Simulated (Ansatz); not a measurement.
# Te2Mo: how the settings move a single-point run

How sensitive is a single-point run of Te2Mo to its settings? A reference run comes first, then six runs with altered input. The cell is built on a prototype (CdCl2 type) and needn't be the phase found in nature.

Computed with Ansatz 0.2.0 (reference: DFT, r2SCAN, plane waves, PAW, unless a step's input says otherwise).

5 further runs of the same task are left out: 2 for a known fault of the program, 2 that didn't finish, 1 set aside as unsound or not needed.

**1. The starting structure**

Symmetry: R-3m, No. 166, trigonal system. Conventional cell: a = 3.502 Å, b = 3.502 Å, c = 21.206 Å, α = 90.00°, β = 90.00°, γ = 120.00°. Around Mo (site symmetry -3m) lie 6 Te at 2.73 Å. Around Te (site symmetry 3m) lie 3 Mo at 2.73 Å.

Structure file:

```xyz
3
Lattice="1.7510 1.0109 7.0688 -1.7510 1.0109 7.0688 0.0000 -2.0218 7.0688" Properties=species:S:1:pos:R:3 pbc="T T T"
Mo    0.0000    0.0000    0.0000
Te    0.0000    0.0000    5.2287
Te    0.0000    0.0000   15.9776
```

**2. Baseline**

input.yaml reads:

```yaml
crystal:
  lattice:
    - [1.7509539882, 1.0109137564, 7.0687660217]
    - [-1.7509539882, 1.0109137564, 7.0687660217]
    - [0.0, -2.0218275128, 7.0687660218]
  atoms:
    - { symbol: Mo, position: [0.0, 0.0, 0.0] }
    - { symbol: Te, position: [0.2465646677, 0.2465646677, 0.2465646677] }
    - { symbol: Te, position: [0.7534353323, 0.7534353323, 0.7534353323] }
kpoints:
  mp_grid: { grid: [6, 6, 6] }
hamiltonian:
  xc: r2scan
scf:
  occupations: { method: fermi_dirac, width: 0.02 }
  n_extra_bands: 4
output:
  forces: true
  stress: true
  eigenvalues: true
```

Launch:

```console
$ ansatz run input.yaml --threads 4 --pin off --max-ram 3686MiB --backend cpu --events-out ev --progress --plain --runs-dir out
```

**3. Changed: ecutwfc 250**

Edit input.yaml of step 2 so:

```diff
@@ -20 +20,3 @@
   eigenvalues: true
+basis:
+  ecutwfc: 250
```

**4. Variant: accuracy high**

Edit input.yaml of step 2 so:

```diff
@@ -20 +20,2 @@
   eigenvalues: true
+accuracy: high
```

**5. Changed: occupations.method cold, occupations.width 0.2**

Edit input.yaml of step 2 so:

```diff
@@ -14,3 +14,3 @@
 scf:
-  occupations: { method: fermi_dirac, width: 0.02 }
+  occupations: { method: cold, width: 0.2 }
   n_extra_bands: 4
```

**6. Changed: mixing.beta 0.05**

Edit input.yaml of step 2 so:

```diff
@@ -16,2 +16,4 @@
   n_extra_bands: 4
+  mixing: { beta: 0.05 }
+  max_iter: 58
 output:
```

**7. Variant: mp_grid.grid [5, 5, 5]**

Edit input.yaml of step 2 so:

```diff
@@ -10,3 +10,3 @@
 kpoints:
-  mp_grid: { grid: [6, 6, 6] }
+  mp_grid: { grid: [5, 5, 5] }
 hamiltonian:
```

**8. Changing settings: n_extra_bands 1**

Edit input.yaml of step 2 so:

```diff
@@ -15,3 +15,3 @@
   occupations: { method: fermi_dirac, width: 0.02 }
-  n_extra_bands: 4
+  n_extra_bands: 1
 output:
```

**Question.** What will these runs give? Wanted: for each run, ending; energy change; pressure; gap; force.

The runs gave:

| run | ending | energy change | pressure (GPa) | gap (eV) | force (eV/Å) | cycles | time |
| --- | --- | --- | --- | --- | --- | --- | --- |
| reference | converged | 0 | 1.2 | 0.04 | 0.02 | 7 | 10 s |
| 1: ecutwfc 250 | converged | +822.0 meV/atom | 1.5 | 0.02 | 0.05 | 8 | 6.5 s |
| 2: accuracy high | converged | 0.0 meV/atom | 1.2 | 0.03 | 0.02 | 9 | 15 s |
| 3: occupations.method cold, occupations.width 0.2 | converged | -0.7 meV/atom (σ→0) | 1.2 | 0.03 | 0.03 | 8 | 11 s |
| 4: mixing.beta 0.05 | converged | 0.0 meV/atom | 1.2 | 0.03 | 0.02 | 9 | 12 s |
| 5: mp_grid.grid [5, 5, 5] | converged | +0.8 meV/atom | 1.2 | 0.19 | 0.10 | 7 | 8.9 s |
| 6: n_extra_bands 1 | converged | 0.0 meV/atom | 1.2 | 0.04 | 0.02 | 7 | 13 s |

Residual by cycle in the longest SCF loop of each run; runs are numbered as in the table. The quantity is the density residual dr2, in eV.

```
cycle  reference   run 1    run 2    run 3    run 4    run 5    run 6
    1      0.112   0.282    0.112    0.114    0.112   0.0805     0.11
    2     0.0151  0.0438   0.0151    0.262   0.0922   0.0174   0.0146
    3    0.00154  9.6e-4  0.00154  0.00917   0.0188  0.00153  0.00159
    4     2.0e-4  2.5e-4   2.0e-4   2.7e-5  0.00254   5.9e-5   1.9e-4
    5     5.3e-6  2.3e-5   5.3e-6   2.4e-6   3.4e-4   9.1e-6   5.4e-6
    6     4.9e-7  2.2e-6   5.0e-7   7.1e-7   5.3e-5   4.1e-7   5.2e-7
    7     3.9e-8  1.5e-7   4.1e-8   1.1e-7   4.8e-6   7.7e-9   4.8e-8
    8          -  1.1e-8   1.4e-9   9.9e-9   8.4e-7        -        -
    9          -       -  3.7e-11        -   4.3e-8        -        -
```

What this shows: Run 1 ran under the cutoff that the potentials recommend, as the log warns, so basis error is mixed into its values, and swamps them where the cutoff is far short. Of the variants the dearest is «accuracy high» (15 s), the cheapest «ecutwfc 250» (6.5 s), on a shared host. The reference leaves spin out although Mo can carry a moment, so its state need not be the lowest.
